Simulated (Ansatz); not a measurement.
# C₂H₄BFO: basis-set convergence

An exercise on one series of results from a longer session: the logs are not shown, and one member is left open.

Computed with Ansatz 0.2.0, Gaussian basis. Level: one geometry, several basis sets.

Plan: PBE0-D4/def2-SVP; ωB97M-V/def2-SVP; PBE0-D4/def2-QZVPP; ωB97M-V/def2-QZVPP; the functionals' def2-TZVPP values are taken from earlier runs.

## The relaxed structure

An earlier PBE0-D4 in a triple-zeta def2 set relaxation fixed the geometry.

SMILES `C=C(F)BO`, 9 atoms, charge 0, spin multiplicity 1.

Atoms are counted from 1 here; the program's logs count them from 0.

Bond lengths: C1–C2 1.326 Å, C1–H6 1.082 Å, C1–H7 1.084 Å, C2–F3 1.362 Å, C2–B4 1.557 Å, B4–O5 1.347 Å, B4–H8 1.195 Å, O5–H9 0.964 Å. Angles: C2–C1–H6 118.6°, C2–C1–H7 122.5°, H6–C1–H7 118.9°, C1–C2–F3 118.8°, C1–C2–B4 126.5°, F3–C2–B4 114.7°, C2–B4–O5 120.4°, C2–B4–H8 120.9°, O5–B4–H8 118.8°, B4–O5–H9 112.4°.

The first run:

The input, in.yaml:

```yaml
crystal:
  periodic: [false, false, false]
  atoms:
    - {symbol: C, position_ang: [-1.169433, 0.333275, 0.990780]}
    - {symbol: C, position_ang: [0.006548, 0.240783, 0.386102]}
    - {symbol: F, position_ang: [1.081325, 0.862917, 0.944724]}
    - {symbol: B, position_ang: [0.311563, -0.523888, -0.935631]}
    - {symbol: O, position_ang: [1.559105, -0.536453, -1.442312]}
    - {symbol: H, position_ang: [-2.021565, -0.162031, 0.544705]}
    - {symbol: H, position_ang: [-1.307936, 0.885395, 1.913010]}
    - {symbol: H, position_ang: [-0.551616, -1.109039, -1.518534]}
    - {symbol: H, position_ang: [2.180511, -0.037360, -0.899944]}
basis:
  gaussian: {orbitals: def2-SVP}
hamiltonian: {xc: pbe0, dispersion: d4}
output: {orbitals: {seedname: orbitals}}
```

Started as:

```console
ansatz run in.yaml --threads 2 --pin off --events-out ev --progress --plain --max-ram 4352MiB
```

Steps of the session up to this table: PBE0-D4 in def2-SVP; ωB97M-V in def2-SVP; PBE0-D4 in def2-QZVPP; ωB97M-V in def2-QZVPP.

One of the session's tables, all rows but one given; the rest of the session is left out.

It belongs to the step «Density functionals: the series». 

| functional | basis | HOMO (eV) |
| --- | --- | --- |
| PBE0-D4 | def2-SVP | -7.91 |
| PBE0-D4 | def2-TZVPP | -8.04 |
| PBE0-D4 | def2-QZVPP | -8.07 |
| ωB97M-V | def2-SVP | ? |
| ωB97M-V | def2-TZVPP | -10.28 |
| ωB97M-V | def2-QZVPP | -10.31 |

Estimate the missing values for ωB97M-V, def2-SVP.

The run gave: HOMO (eV): -10.13. In the column «HOMO (eV)» it lies between ωB97M-V, def2-TZVPP (-10.28) and PBE0-D4, def2-QZVPP (-8.07).
